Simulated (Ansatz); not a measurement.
**CH3FGeO (SMILES C[O][Ge][F]): CCSD/6-31G(d) (spherical functions)**

Aim: the vertical ionisation energy of CH3FGeO at CCSD/6-31G* (spherical functions), from 2 runs. 

The calculation is run with Ansatz 0.2.0.

125 further runs of the same task are left out: 125 set aside as unsound or not needed.

## 1. The structure to begin with

CH3FGeO: 7 atoms, total charge 0, spin state singlet. SMILES: `C[O][Ge][F]`. Geometry: relaxed at PBE0-D4/def2-TZVP. This is one conformer, not always the lowest.

Bond lengths: C1–O2 1.413 Å, O2–Ge3 1.764 Å, Ge3–F4 1.768 Å, C1–H5 1.092 Å, C1–H6 1.093 Å, C1–H7 1.093 Å. Angles: C1–O2–Ge3 128.6°, O2–Ge3–F4 99.1°, O2–C1–H5 112.1°, O2–C1–H6 109.1°, O2–C1–H7 109.0°, H5–C1–H6 109.1°, H5–C1–H7 109.1°, H6–C1–H7 108.4°.

## 2. The energy at CCSD/6-31G(d) (spherical functions)

The input, input.yaml:

```yaml
crystal:
  periodic: [false, false, false]
  atoms:
    - {symbol: C, position_ang: [-0.504800, 0.491500, 0.394900]}
    - {symbol: O, position_ang: [0.412400, 0.624200, -0.671900]}
    - {symbol: Ge, position_ang: [1.441700, -0.610700, -1.398400]}
    - {symbol: F, position_ang: [0.967400, -1.990600, -0.400200]}
    - {symbol: H, position_ang: [-0.548500, -0.532200, 0.773800]}
    - {symbol: H, position_ang: [-0.208000, 1.161100, 1.206600]}
    - {symbol: H, position_ang: [-1.498700, 0.788500, 0.049700]}
basis:
  gaussian:
    orbitals: 6-31G_st_-spherical.json
correlation:
  method: ccsd
  frozen_orbitals: {C: 1, F: 1, Ge: 9, H: 0, O: 1}
accuracy: high
scf:
  omitted_lower_state_checks: [cluster_reference, increment]
```

The basis set 6-31G* is read from a file made from the Basis Set Exchange's data (not shown).

Started as:

```bash
$ ansatz run input.yaml --threads 1 --pin off --max-ram 3480MiB --events-out events.jsonl --progress --plain --runs-dir runs
```

Standard output (excerpt; [...] marks lines left out):

```text
Warning: RAYON_NUM_THREADS=1 ignored (pool sized by the plan → 1); use --threads N
Functional definition: HF
  name "HF"
[...]
1735 factors; integrals over basis functions are off by at most 4.5e-9 eV
[...]
mean field -62287.82972709 eV, -2289.0355222632 hartree, gradient 9.4e-8 eV, S^2 0.000000; 0 other end points of the search recorded, 0 dependent functions left out
12 core orbitals not correlated: weight in the atoms' cores, before any rotation towards them, 1.000 or more for the frozen orbitals, at most 0.000 for the correlated occupied ones
reference -62287.82972709 eV, -2289.0355222632 hartree; 17, 17 occupied and 51, 51 virtual orbitals, 1735 factors
second order -19.63576365 eV of doubles, -0.00000000 eV of singles
cycle   1  -19.18447897 eV  change    4.5e-1 eV  update   1.3e-1
[...]
cycle  22  -19.89619409 eV  change  -5.2e-10 eV  update   2.0e-9
Total energy: -62307.72592118 eV, -2289.7666939098 hartree
Checks for a lower state left out: cluster_reference, increment
```

Wall time 16 s (1 thread of Arm Neoverse V2, shared host); peak memory 0.39 GiB.

## 3. The doublet cation at the same level

The input, job.yaml:

```yaml
crystal:
  periodic: [false, false, false]
  atoms:
    - {symbol: C, position_ang: [-0.504800, 0.491500, 0.394900]}
    - {symbol: O, position_ang: [0.412400, 0.624200, -0.671900]}
    - {symbol: Ge, position_ang: [1.441700, -0.610700, -1.398400]}
    - {symbol: F, position_ang: [0.967400, -1.990600, -0.400200]}
    - {symbol: H, position_ang: [-0.548500, -0.532200, 0.773800]}
    - {symbol: H, position_ang: [-0.208000, 1.161100, 1.206600]}
    - {symbol: H, position_ang: [-1.498700, 0.788500, 0.049700]}
basis:
  gaussian: {orbitals: 6-31G_st_-spherical.json}
total_charge: 1
magnetization: {spin_polarized: true, initial_magnetization: 1}
correlation: {method: ccsd, frozen_orbitals: {C: 1, F: 1, Ge: 9, H: 0, O: 1}}
accuracy: high
scf: {omitted_lower_state_checks: [cluster_reference, increment]}
```

The basis set 6-31G* is read from a file made from the Basis Set Exchange's data (not shown).

Started as:

```bash
$ ansatz run job.yaml --threads 1 --pin off --max-ram 3480MiB --events-out events.jsonl --progress --plain --runs-dir runs
```

Standard output:

```text
Warning: RAYON_NUM_THREADS=1 ignored (pool sized by the plan → 1); use --threads N
[... 15 lines left out ...]
12 core orbitals not correlated: weight in the atoms' cores, before any rotation towards them, 1.000 or more for the frozen orbitals, at most 0.000 for the correlated occupied ones
[... 49 lines left out ...]
Total energy: -62297.07476277 eV, -2289.3752710581 hartree
Checks for a lower state left out: cluster_reference, increment
```

It took 2.5 min on 1 thread of Arm Neoverse V2, shared host; peak memory 0.73 GiB.

## 4. Outcome

At CCSD/6-31G* (spherical functions), 12 core orbitals frozen:

| quantity | value |
| --- | --- |
| singlet CH3FGeO: total energy | -2289.76669 Eh |
| singlet CH3FGeO: correlation energy (12 core orbitals frozen) | -731.2 mEh |
| singlet CH3FGeO: T1 diagnostic | 0.016 |
| doublet cation: total energy | -2289.37527 Eh |
| doublet cation: correlation energy (12 core orbitals frozen) | -696.8 mEh |
| doublet cation: ⟨S²⟩ of the reference determinant | 0.820 |
| doublet cation: T1 diagnostic | 0.044 |
| vertical ionisation energy (to the doublet cation) | 10.651 eV |

**Reading.** The vertical ionisation energy comes to 10.65 eV (246 kcal/mol).
